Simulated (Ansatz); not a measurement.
Working through a ladder of methods at one geometry of CH₅BFNS, SMILES CSB(N)F

Program: the Ansatz DFT code, driven from Python.

The cells in order, each with its output:

In [1]:
```python
from pathlib import Path
import warnings

import ansatz as az
import numpy as np
```

In [2]:
```python
params = {
    "basis_set": "def2-SVP",
}
```

In [3]:
```python
warnings.simplefilter("ignore", az.DeckWarning)
```

In [4]:
```python
geometry_ang = [
    ("C", [-0.7047, -0.0562, 1.4677]),
    ("S", [0.4848, 1.1147, 0.7507]),
    ("B", [0.1485, 0.572, -1.0434]),
    ("N", [1.07, -0.5512, -1.639]),
    ("F", [-0.8162, 1.2362, -1.8433]),
    ("H", [-0.4841, -1.0499, 1.2348]),
    ("H", [-0.7548, 0.1286, 2.5602]),
    ("H", [-1.7198, 0.2329, 1.0358]),
    ("H", [0.855, -1.3856, -0.9906]),
    ("H", [2.0043, -0.2925, -1.5301]),
]
mol = az.Crystal.molecule()
for symbol, xyz in geometry_ang:
    mol = mol.atom(symbol, xyz)
```

In [5]:
```python
base = mol.calculation().basis(gaussian=params["basis_set"])
```

In [6]:
```python
print("functional    E (Ha)        dipole (D)   HOMO (eV)  LUMO (eV)")
for name in ["blyp", "cam_b3lyp", "revpbe", "hse06", "r2scan0", "r2scan"]:
    summary = base.functional(name).forces().orbitals().run(threads=1, runs_dir="runs").report
    lines = Path(summary["orbitals_path"]).read_text().splitlines()
    field_of = lambda key: [line.split("=")[1].strip() for line in lines if line.startswith(key)]
    orbitals = [(27.211386 * float(e), s, float(n)) for e, s, n in zip(field_of("Ene="), field_of("Spin="), field_of("Occup="))]
    homo = max(e for e, _, n in orbitals if n > 0.5)
    lumo = min(e for e, _, n in orbitals if n < 0.5)
    dipole = 4.803205 * np.linalg.norm(summary["charge_distribution"]["dipole_moment_e_ang"])
    print(f"{name:10s} {summary['free_energy_ev'] / 27.211386246:14.6f} {dipole:9.3f} {homo:11.3f} {lumo:10.3f}")
```
```text
functional    E (Ha)        dipole (D)   HOMO (eV)  LUMO (eV)
blyp          -618.448616     2.398      -4.929     -2.151
cam_b3lyp     -618.438162     2.601      -7.835     -0.154
revpbe        -618.379640     2.416      -5.099     -2.255
hse06         -618.122435     2.630      -6.120     -1.774
r2scan0       -618.348792     2.720      -6.735     -1.181
r2scan        -618.378677     2.597      -5.472     -2.037
```

Notes:
- Total energies depend on the basis set; only differences at equal settings carry meaning.
- The geometry is a force-field or estimated start, not a minimum of this method, and the basis set is short of its limit. A lower total doesn't mark the better method: functionals have no common bound, and MP2 and coupled cluster aren't variational.
- Levels such as HOMO and LUMO are orbital energies: with these approximate functionals they aren't the ionisation energy and electron affinity, and their gap isn't the fundamental gap.
- hse06 follows the composition of plane-wave codes, whose totals differ by tens of mHa, up to about 0.1 Ha, from the form usual in Gaussian-basis programs (wpbeh).
- Run time: 29 s on 1 thread of Arm Neoverse V2, on a shared host, peak memory 0.28 GiB.
